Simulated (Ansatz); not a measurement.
# Zn4Se3S: what a guessed cell relaxes into

Aim: relax a trial structure of Zn4Se3S and see where it ends, then test the end with a random kick.

Program: Ansatz 0.2.0. Level of theory: DFT PBE, scalar-relativistic, plane waves, PAW. These are calculated values, not measurements.

### Step 1. The system as given

It takes space group P3m1 (No. 156, trigonal). Conventional cell: a = 3.999 Å, b = 3.999 Å, c = 13.106 Å, α = 90.00°, β = 90.00°, γ = 120.00°. Around Zn (site symmetry 3m) lie 1 S at 2.36 Å and 3 Se at 2.47 Å. Zn (site symmetry 3m) is surrounded by 4 Se at 2.46 to 2.48 Å. Zn (site symmetry 3m) is surrounded by 3 S at 2.42 Å and 1 Se at 2.49 Å. Around Se (site symmetry 3m) lie 4 Zn at 2.46 to 2.48 Å. Se (site symmetry 3m) has 4 Zn at 2.46 to 2.49 Å in its first shell of neighbours. Around Se (site symmetry 3m) lie 4 Zn at 2.47 to 2.48 Å. Around S (site symmetry 3m) lie 4 Zn at 2.36 to 2.42 Å.

Structure file:

```
CELL_PARAMETERS angstrom
3.99922 0.00000 0.00000
-1.99961 3.46343 0.00000
0.00000 0.00000 13.10579
ATOMIC_POSITIONS crystal
Zn 0.00000 0.00000 0.00805
Zn 0.00000 0.00000 0.49785
Zn 0.33333 0.66667 0.24228
Zn 0.66667 0.33333 0.75262
Se 0.00000 0.00000 0.68684
Se 0.33333 0.66667 0.43233
Se 0.66667 0.33333 0.94206
S 0.00000 0.00000 0.18797
```

The start is the relaxed end of an invented cell (made as: elements ordered on the sites of the ZnS type, S/Se on S (P3m1, No. 156)), taken up again for a closer look.

### Step 2. Probe: one point on a coarse mesh

input.yaml reads:

```yaml
crystal:
  lattice:
    - [3.9992223, 0.0, 0.0]
    - [-1.9996111, 3.4634281, 0.0]
    - [0.0, 0.0, 13.1057887]
  atoms:
    - { symbol: Zn, position: [0.0, 0.0, 0.008055] }
    - { symbol: Zn, position: [0.0, 0.0, 0.497847] }
    - { symbol: Zn, position: [0.3333333, 0.6666667, 0.242283] }
    - { symbol: Zn, position: [0.6666667, 0.3333333, 0.752616] }
    - { symbol: Se, position: [0.0, 0.0, 0.686837] }
    - { symbol: Se, position: [0.3333333, 0.6666667, 0.432332] }
    - { symbol: Se, position: [0.6666667, 0.3333333, 0.942063] }
    - { symbol: S, position: [0.0, 0.0, 0.187967] }
basis:
  ecutwfc: 420
kpoints:
  mp_grid: { grid: [6, 6, 2] }
hamiltonian:
  xc: pbe
scf:
  occupations: { method: gaussian, width: 0.1 }
  lower_state_search: "off"
output:
  forces: true
  stress: true
  eigenvalues: true
```

Command:

```sh
> ansatz run input.yaml --threads 4 --pin off --max-ram 8192MiB --backend cpu --events-out ev --progress --plain --runs-dir out
```

The session goes on with these runs: relaxation on the finer mesh; kick test: the unmoved cell on a coarse mesh; random kick, then relaxation.

Before running it: what results should come out? Wanted: conventional cell; volume; energy over the elements; gap on the mesh.

**Answer**, as computed:

| quantity | value |
| --- | --- |
| symmetry at the end (tolerance 0.02 Å) | space group P3m1 (No. 156) |
| conventional cell | a = 3.999 Å, b = 3.999 Å, c = 13.106 Å, α = 90.00°, β = 90.00°, γ = 120.00° |
| volume | 22.69 Å³/atom |
| energy over the elements | -0.73 eV/atom |
| gap on the mesh | 1.23 eV |

What this shows: The space group P3m1 (No. 156) is kept, at nearly the size of the first guess. A negative formation energy is needed for stability but isn't enough; other structures and compounds were not set against it here. The kicked cell came back to the same energy, so the end is stable against the distortions that fit this cell and this draw; modes that don't fit the cell aren't tested.
